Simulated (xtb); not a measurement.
# GFN2-xTB (ALPB methanol, surface grid tight) run of ZrHSF3 (SMILES [F][Zr]([F])([F])[SH])

Aim: a geometry optimisation of ZrHSF3. 

The results are computed with xtb 6.7.1.

1 further run of the same task is left out (set aside as unsound or not needed).

## Step 1: The system as given

The species is ZrHSF3 (6 atoms), meant as a singlet with charge 0. SMILES: `[F][Zr]([F])([F])[SH]`. Geometry: optimised at GFN2-xTB. The run starts from this shape.

Bond lengths: F1–Zr2 1.841 Å, Zr2–F3 1.844 Å, Zr2–F4 1.844 Å, Zr2–S5 2.420 Å, S5–H6 1.350 Å. Angles: F1–Zr2–F3 117.7°, F1–Zr2–F4 117.8°, F1–Zr2–S5 104.8°, F3–Zr2–F4 111.5°, F3–Zr2–S5 100.9°, F4–Zr2–S5 100.6°, Zr2–S5–H6 91.4°.

## Step 2: A structure relaxation at GFN2-xTB (ALPB methanol, surface grid tight)

The input, input.inp:

```
$gbsa
   gbsagrid=tight
$end
```

The input, start.xyz:

```xyz
6

F     -0.348591    -1.829224     1.368246
Zr     0.196500    -0.648350     0.065148
F      1.952320    -0.086949     0.097510
F     -0.388276    -0.940766    -1.659077
S     -0.952969     1.417613     0.581014
H     -0.417083     2.023876    -0.499041
```

Started as:

```console
$ xtb start.xyz --input input.inp --alpb methanol -o | tee out.txt
```

**Question.** What will come out? Wanted: total energy at the end; dipole moment; HOMO energy; LUMO energy; HOMO–LUMO gap; dispersion energy; solvent term in the energy; mean polarisability.

Computed results:

At GFN2-xTB (ALPB methanol, surface grid tight):

| quantity | value |
| --- | --- |
| total energy at the end | -19.89174 Eh |
| dipole moment | 1.69 D |
| HOMO energy | -11.27 eV |
| LUMO energy | -8.75 eV |
| HOMO–LUMO gap | 2.53 eV |
| dispersion energy | -7.29 kJ/mol |
| solvent term in the energy | -23.9 kJ/mol |
| mean polarisability (D4 model) | 59.5 bohr³ |

At the final geometry: Bond lengths: F1–Zr2 1.855 Å, Zr2–F3 1.854 Å, Zr2–F4 1.854 Å, Zr2–S5 2.406 Å, S5–H6 1.343 Å. Angles: F1–Zr2–F3 116.7°, F1–Zr2–F4 116.9°, F1–Zr2–S5 104.1°, F3–Zr2–F4 111.8°, F3–Zr2–S5 102.3°, F4–Zr2–S5 102.2°, Zr2–S5–H6 93.8°. The optimisation took 5 steps and changed the energy by -0.006 eV. Mulliken charges run from -0.45 on F1 to +1.36 on Zr2.
